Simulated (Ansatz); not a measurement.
# ClGe2H6N: ladder of methods at one geometry in Python

Computed with Ansatz 0.2.0, driven from Python. The levels of theory stand in the script.

### Step 1. The structure

Bond lengths: N1–Ge2 1.810 Å, Ge2–Cl3 2.147 Å, Ge2–Ge4 2.345 Å, N1–H5 1.062 Å, N1–H6 1.108 Å, Ge2–H7 1.569 Å, Ge4–H8 1.561 Å, Ge4–H9 1.623 Å, Ge4–H10 1.529 Å. Angles (14 of 15 angles, heavy atoms first): N1–Ge2–Cl3 107.6°, N1–Ge2–Ge4 111.3°, Cl3–Ge2–Ge4 108.6°, N1–Ge2–H7 110.9°, Cl3–Ge2–H7 109.2°, Ge4–Ge2–H7 109.1°, Ge2–N1–H5 110.3°, Ge2–N1–H6 107.6°, Ge2–Ge4–H8 109.0°, Ge2–Ge4–H9 110.0°, Ge2–Ge4–H10 113.6°, H5–N1–H6 102.2°, H8–Ge4–H9 107.3°, H8–Ge4–H10 109.7°.

The script holds or builds the structure itself.

### Step 2. The script

File methods.py:

```python
"""ClGe2H6N at several levels of theory."""

import ansatz as az
from ase import Atoms

atoms = Atoms(["N", "Ge", "Cl", "Ge", "H", "H", "H", "H", "H", "H"], positions=[
    (-0.4199, 0.8282, -1.6374),
    (0.6973, 0.2908, -0.3192),
    (2.2148, -0.9355, -1.2157),
    (-0.4354, -0.9783, 1.2954),
    (0.0884, 1.474, -2.3096),
    (-1.171, 1.5053, -1.1844),
    (1.3732, 1.5235, 0.3775),
    (-1.1121, -2.2001, 0.5975),
    (-1.6166, -0.0918, 1.9681),
    (0.4644, -1.4673, 2.4307),
])
geometry = az.Crystal.molecule_from_ase(atoms)

base = geometry.calculation().basis(gaussian="def2-SVP")

methods = ["mp2", "ccsd", "ccsd_t"]
reports = [base.correlation(m).run().report for m in methods]
print(f"Hartree-Fock reference {reports[0]['reference_energy_ev'] / 27.211386246:.6f} Ha")
best = reports[-1]["free_energy_ev"] - reports[-1]["reference_energy_ev"]
for method, each in zip(methods, reports):
    gained = each["free_energy_ev"] - each["reference_energy_ev"]
    print(f"{method:8s} total {each['free_energy_ev'] / 27.211386246:.6f} Ha  correlation {gained:9.4f} eV  ({100 * gained / best:.1f} % of the last)")
```

### Step 3. The input behind the calls

The package turns the script's settings into the engine's input (first run):

```yaml
crystal:
  periodic: [false, false, false]
  atoms:
    - { symbol: "N", position_ang: [-0.4199, 0.8282, -1.6374] }
    - { symbol: Ge, position_ang: [0.6973, 0.2908, -0.3192] }
    - { symbol: Cl, position_ang: [2.2148, -0.9355, -1.2157] }
    - { symbol: Ge, position_ang: [-0.4354, -0.9783, 1.2954] }
    - { symbol: H, position_ang: [0.0884, 1.474, -2.3096] }
    - { symbol: H, position_ang: [-1.171, 1.5053, -1.1844] }
    - { symbol: H, position_ang: [1.3732, 1.5235, 0.3775] }
    - { symbol: H, position_ang: [-1.1121, -2.2001, 0.5975] }
    - { symbol: H, position_ang: [-1.6166, -0.0918, 1.9681] }
    - { symbol: H, position_ang: [0.4644, -1.4673, 2.4307] }
basis:
  gaussian:
    orbitals: def2-SVP
correlation:
  method: mp2
```

### Step 4. The run

Command:

```bash
> python methods.py
```

Q: Estimate wall time and peak memory on 1 thread of Intel Xeon Platinum 8375C at 2.90GHz (Ice Lake), shared host.

About 71 s, with a peak of 0.77 GiB.
